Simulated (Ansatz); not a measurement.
# Ta2O5: the cost of one run

Computed with Ansatz 0.2.0 (DFT r2SCAN, scalar-relativistic, plane waves, PAW, unless a step's input says otherwise).

1 further run of the same task is left out (set aside as unsound or not needed). Runs told in other sessions of the task aren't counted.

**1. Starting point**

It takes space group I4/mmm (No. 139, tetragonal). The conventional cell has a = 5.247 Å, b = 5.247 Å, c = 9.551 Å, α = 90.00°, β = 90.00°, γ = 90.00°. Around Ta (site symmetry 4mm) lie 5 O at 1.88 to 1.92 Å. O (site symmetry 4/mmm) is surrounded by 2 Ta at 1.88 Å. O (site symmetry 2/m) has 2 Ta at 1.92 Å in its first shell of neighbours.

Coordinates:

```cif
data_structure
_symmetry_space_group_name_H-M 'P 1'
_symmetry_Int_Tables_number 1
_cell_length_a 6.0476
_cell_length_b 6.0476
_cell_length_c 6.0476
_cell_angle_alpha 128.580
_cell_angle_beta 128.580
_cell_angle_gamma 75.688
_cell_volume 131.49
loop_
_atom_site_label
_atom_site_type_symbol
_atom_site_fract_x
_atom_site_fract_y
_atom_site_fract_z
_atom_site_occupancy
Ta1 Ta 0.19725 0.19725 0.00000 1
Ta2 Ta 0.80275 0.80275 0.00000 1
O1 O 0.00000 0.00000 0.00000 1
O2 O 0.50000 0.00000 0.00000 1
O3 O 0.00000 0.50000 0.00000 1
O4 O 0.00000 0.00000 0.50000 1
O5 O 0.50000 0.50000 0.50000 1
```

It goes back to an entry of the Materials Project, which need not be the stable form.

It is the result of an earlier relaxation at this level (volume 18.78 Å³/atom; gap on the mesh: 2.15 eV).

**2. The reference cell**

The reference gives a free energy of -22738.9440 eV, pressure 0.00 GPa, largest force 0.005 eV/Å and gap on the mesh 2.15 eV. It was computed beforehand with the settings of the runs below.

**3. Next: a strain scan**

The cell is strained by ε times the Voigt pattern (1, 1, 0, 0, 0, 0) (xx, yy, zz, yz, xz, xy; engineering shear), with fractional coordinates fixed (clamped ions). The stress on the pattern is the sum of the stress components weighted by it, tension positive.

**4. ε = -0.1000**

input.yaml reads:

```yaml
crystal:
  lattice:
    - [-2.3612003036, 2.3612003036, 4.775710604]
    - [2.3612003036, -2.3612003036, 4.775710604]
    - [2.3612003036, 2.3612003036, -4.775710604]
  atoms:
    - { symbol: Ta, position: [0.197247231, 0.197247231, 0.0] }
    - { symbol: Ta, position: [0.802752769, 0.802752769, 0.0] }
    - { symbol: O, position: [0.0, 0.0, 0.0] }
    - { symbol: O, position: [0.5, 0.0, 0.0] }
    - { symbol: O, position: [0.0, 0.5, 0.0] }
    - { symbol: O, position: [0.0, 0.0, 0.5] }
    - { symbol: O, position: [0.5, 0.5, 0.5] }
basis:
  ecutwfc: 500
kpoints:
  mp_grid: { grid: [8, 8, 8] }
hamiltonian:
  xc: r2scan
scf:
  occupations: { method: gaussian, width: 0.05 }
output:
  forces: true
  stress: true
  eigenvalues: true
```

The run is started by

```sh
ansatz run input.yaml --threads 2 --pin off --max-ram 5120MiB --backend cpu --events-out ev --progress --plain --runs-dir out
```

Q: Estimate wall time and peak memory on 2 threads of Intel Xeon 6975P-C (Granite Rapids), shared host.

About 7.9 s, with a peak of 0.95 GiB.
